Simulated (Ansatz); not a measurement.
**C2HF2Ge (SMILES C#[C][Ge]([F])[F]) at UB3LYP/6-31G(d) (Cartesian functions)**

What is the vertical ionisation energy of C2HF2Ge at UB3LYP/6-31G* (Cartesian functions)? 

The calculation is run with Ansatz 0.2.0.

69 further runs of the same task are left out: 69 set aside as unsound or not needed.

### Step 1. The system as given

C2HF2Ge has 6 atoms, charge 0, and is taken as a doublet. As SMILES, `C#[C][Ge]([F])[F]`. The shape is that of a PBE0-D4/def2-TZVP optimisation.

Bond lengths: C1–C2 1.206 Å, C2–Ge3 1.892 Å, Ge3–F4 1.728 Å, Ge3–F5 1.728 Å, C1–H6 1.067 Å. Angles: C1–C2–Ge3 171.1°, C2–Ge3–F4 108.5°, C2–Ge3–F5 108.5°, F4–Ge3–F5 104.7°, C2–C1–H6 178.2°.

### Step 2. A single-point energy at UB3LYP/6-31G(d) (Cartesian functions)

The input, molecule.yaml:

```yaml
crystal:
  periodic: [false, false, false]
  atoms:
    - {symbol: C, position_ang: [-0.190100, 0.518400, 1.692900]}
    - {symbol: C, position_ang: [-0.131400, 0.204200, 0.530300]}
    - {symbol: Ge, position_ang: [-0.289600, -0.139700, -1.323100]}
    - {symbol: F, position_ang: [-0.276600, -1.850600, -1.565100]}
    - {symbol: F, position_ang: [1.142900, 0.424100, -2.108200]}
    - {symbol: H, position_ang: [-0.213200, 0.779700, 2.727000]}
basis:
  gaussian: {orbitals: "6-31G*"}
magnetization: {spin_polarized: true, initial_magnetization: 1}
hamiltonian: {xc: {name: B3LYP}}
accuracy: high
output: {orbitals: {seedname: orbitals}}
```

The run is started by

```bash
$ ansatz run molecule.yaml --threads 1 --pin off --max-ram 3480MiB --events-out events.jsonl --progress --plain --runs-dir runs
```

Output:

```text
Warning: RAYON_NUM_THREADS=1 ignored (pool sized by the plan → 1); use --threads N
Functional definition: B3LYP
  name "B3LYP"
  parameter a0 = 0.2
  parameter ax = 0.72
  parameter ac = 0.81
  exchange = (1 - a0 - ax)*slater_x + ax*b88_x + a0*exact_x
  correlation = (1 - ac)*vwn_rpa_c + ac*lyp_c
1910 factors; integrals over basis functions are off by at most 4.2e-9 eV
mean field evaluation 1: about -64027.6532 eV, gradient 4.1e1 eV
mean field evaluation 2: about -64017.7860 eV, gradient 6.7e1 eV
mean field evaluation 4: about -64034.0956 eV, gradient 6.1e0 eV
mean field evaluation 8: about -64034.3462 eV, gradient 5.6e-1 eV
mean field evaluation 16: about -64034.3480 eV, gradient 1.6e-3 eV
mean field -64034.34795427 eV, -2353.2188832795 hartree, gradient 3.3e-8 eV, S^2 0.751924; 0 other end points of the search recorded, 0 dependent functions left out
reference -64034.34799186 eV, -2353.2188846610 hartree; 32, 31 occupied and 65, 66 virtual orbitals, 1910 factors
Total energy: -64034.34799186 eV, -2353.2188846610 hartree
```

Wall time 15 s (1 thread of Arm Neoverse V2, shared host); peak memory 0.5 GiB.

### Step 3. The singlet cation

molecule.yaml, as its differences from that of step 2:

```diff
@@ -10,6 +10,9 @@
 basis:
-  gaussian: {orbitals: "6-31G*"}
-magnetization: {spin_polarized: true, initial_magnetization: 1}
-hamiltonian: {xc: {name: B3LYP}}
+  gaussian:
+    orbitals: "6-31G*"
+total_charge: 1
+hamiltonian:
+  xc: {name: B3LYP}
 accuracy: high
-output: {orbitals: {seedname: orbitals}}
+output:
+  orbitals: {seedname: orbitals}
```

The run is started by

```bash
$ ansatz run molecule.yaml --threads 1 --pin off --max-ram 3480MiB --events-out events.jsonl --progress --plain --runs-dir runs
```

Output, cut to the lines that bear on the results:

```text
Warning: RAYON_NUM_THREADS=1 ignored (pool sized by the plan → 1); use --threads N
[... 7 set-up lines as earlier in the session ...]
1909 factors; integrals over basis functions are off by at most 4.2e-9 eV
mean field evaluation 1: about -64008.4883 eV, gradient 9.2e1 eV
mean field evaluation 2: about -63947.3402 eV, gradient 1.9e2 eV
mean field evaluation 4: about -64022.1572 eV, gradient 3.0e1 eV
mean field evaluation 8: about -64024.6180 eV, gradient 9.2e-1 eV
mean field evaluation 16: about -64024.6980 eV, gradient 4.2e-4 eV
mean field -64024.69799315 eV, -2352.8642537492 hartree, gradient 1.0e-8 eV, S^2 0.000000; 0 other end points of the search recorded, 0 dependent functions left out
reference -64024.69803103 eV, -2352.8642551415 hartree; 31, 31 occupied and 66, 66 virtual orbitals, 1909 factors
Total energy: -64024.69803103 eV, -2352.8642551415 hartree
```

Wall time 8.4 s (1 thread of Arm Neoverse V2, shared host); peak memory 0.34 GiB.

### Step 4. Summary of results

Level: UB3LYP/6-31G* (Cartesian functions).

```
                                           quantity           value
                      doublet C2HF2Ge: total energy  -2353.21888 Eh
doublet C2HF2Ge: HOMO energy (highest over α and β)        -7.04 eV
 doublet C2HF2Ge: LUMO energy (lowest over α and β)        -4.24 eV
                              doublet C2HF2Ge: ⟨S²⟩           0.752
                       singlet cation: total energy  -2352.86426 Eh
                        singlet cation: HOMO energy       -14.78 eV
                        singlet cation: LUMO energy       -12.17 eV
                      singlet cation: HOMO–LUMO gap         2.61 eV
 vertical ionisation energy (to the singlet cation)        9.650 eV
```

What this shows: The vertical ionisation energy comes to 9.65 eV (223 kcal/mol). Only the singlet of the ionised species was computed; a triplet could lie lower.
